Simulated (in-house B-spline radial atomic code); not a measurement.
**Ir³⁹⁺: excited configurations**

Aim: the energies of several excited configurations of Ir³⁹⁺ above a reference configuration, each from its own self-consistent run.

The numbers are computed with in-house B-spline radial atomic code version 1 (Dirac-Hartree-Fock, average of configuration, Fermi nucleus, basis-set limit), except any that are marked as measured or tabulated.

## 1. Starting point

```
element       : iridium (Z = 77)
charge        : +39
electrons     : 38
configuration : [Kr] 4d2
Hamiltonian   : Dirac-Coulomb
nucleus       : Fermi, rms radius 5.403 fm
```

The outer shells:

[Kr] 4d2
```
[Kr] core
4d [↑ ][↑ ][  ][  ][  ]
```

The boxes draw the filling by Hund's rule, which heavy ions in jj coupling don't follow; these runs average over all states of the configuration.

Input settings:

```ini
Z = 77
electrons = 38.0
configuration = [Kr] 4d2
hamiltonian = dirac
method = hf
spin_polarised = False
nucleus = fermi
rms_radius = 5.4032
mass_number = 193
atomic_mass = 192.962923753
speed_of_light = 137.035999084
```

The reference is known from an earlier run: -16916.852057 hartree in all. Up to eight levels, counted from the top:

| orbital | occupation | energy (eV) | <r> (bohr) |
| --- | --- | --- | --- |
| 3p3/2 | 4 | -4294.19 | 0.1920 |
| 3d3/2 | 4 | -3866.39 | 0.1677 |
| 3d5/2 | 6 | -3786.64 | 0.1721 |
| 4s1/2 | 2 | -2208.94 | 0.3845 |
| 4p1/2 | 2 | -2087.56 | 0.3820 |
| 4p3/2 | 4 | -1973.41 | 0.4036 |
| 4d3/2 | 0.8 | -1800.57 | 0.3927 |
| 4d5/2 | 1.2 | -1776.73 | 0.3989 |

## 2. Run with [Ar] 3d9 4s2 4p6 4d2 5s1

Input settings:

```ini
Z = 77
electrons = 38.0
configuration = [Ar] 3d9 4s2 4p6 4d2 5s1
hamiltonian = dirac
method = hf
spin_polarised = False
nucleus = fermi
rms_radius = 5.4032
mass_number = 193
atomic_mass = 192.962923753
speed_of_light = 137.035999084
```

## 3. Run with [Ar] 3d10 4s2 4p5 4d2 7d1

The settings differ from step 2 so:

```diff
@@ -2,3 +2,3 @@
 electrons = 38.0
-configuration = [Ar] 3d9 4s2 4p6 4d2 5s1
+configuration = [Ar] 3d10 4s2 4p5 4d2 7d1
 hamiltonian = dirac
```

## 4. Configuration [Kr] 4d1 6f1

The settings differ from step 3 so:

```diff
@@ -2,3 +2,3 @@
 electrons = 38.0
-configuration = [Ar] 3d10 4s2 4p5 4d2 7d1
+configuration = [Kr] 4d1 6f1
 hamiltonian = dirac
```

## 5. [Ar] 3d10 4s2 4p5 4d2 6p1

The settings differ from step 4 so:

```diff
@@ -2,3 +2,3 @@
 electrons = 38.0
-configuration = [Kr] 4d1 6f1
+configuration = [Ar] 3d10 4s2 4p5 4d2 6p1
 hamiltonian = dirac
```

## 6. Run with [Kr] 4d1 8g1

The settings differ from step 5 so:

```diff
@@ -2,3 +2,3 @@
 electrons = 38.0
-configuration = [Ar] 3d10 4s2 4p5 4d2 6p1
+configuration = [Kr] 4d1 8g1
 hamiltonian = dirac
```

How far above the reference does each configuration lie (order and size, in eV)?

The runs gave:

| net move | configuration | energy above the reference (eV) | with Breit, QED, recoil (eV) | largest <r> (bohr) |
| --- | --- | --- | --- | --- |
| 4d → 6f | [Kr] 4d1 6f1 | 1130.29 | 1129.46 | 1.10 |
| 4p → 6p | [Ar] 3d10 4s2 4p5 4d2 6p1 | 1250.02 | 1248.28 | 1.07 |
| 4d → 8g | [Kr] 4d1 8g1 | 1437.62 | 1436.74 | 2.09 |
| 4p → 7d | [Ar] 3d10 4s2 4p5 4d2 7d1 | 1505.17 | 1503.04 | 1.55 |
| 3d → 5s | [Ar] 3d9 4s2 4p6 4d2 5s1 | 2564.07 | 2562.10 | 0.662 |

Quantum defects of the promoted electron, δ = n − ζ/√(−2ε) with ζ = 40 and ε its orbital energy in hartree:

| promotion | δ |
| --- | --- |
| 4d → 6f | 0.235 |
| 4p → 6p | 0.650 |
| 4d → 8g | 0.088 |
| 4p → 7d | 0.437 |
| 3d → 5s | 0.822 |

What this shows: At the bottom stands 4d → 6f (1130.29 eV), at the top 3d → 5s (2564.07 eV). Koopmans' estimate of the ionisation threshold is 1776.73 eV; 1 configuration exceeds it by over 2 % and could autoionise. Of those tabulated, the defect is largest for 5s (0.82) and least for 8g (0.09); at this charge much of the defect is relativistic. Two partly filled shells share a symmetry and can mix in the average, which may lower the energy, for: 4p → 6p; 4p → 7d; 3d → 5s. These are averages over configurations, without correlation, not spectroscopic levels.
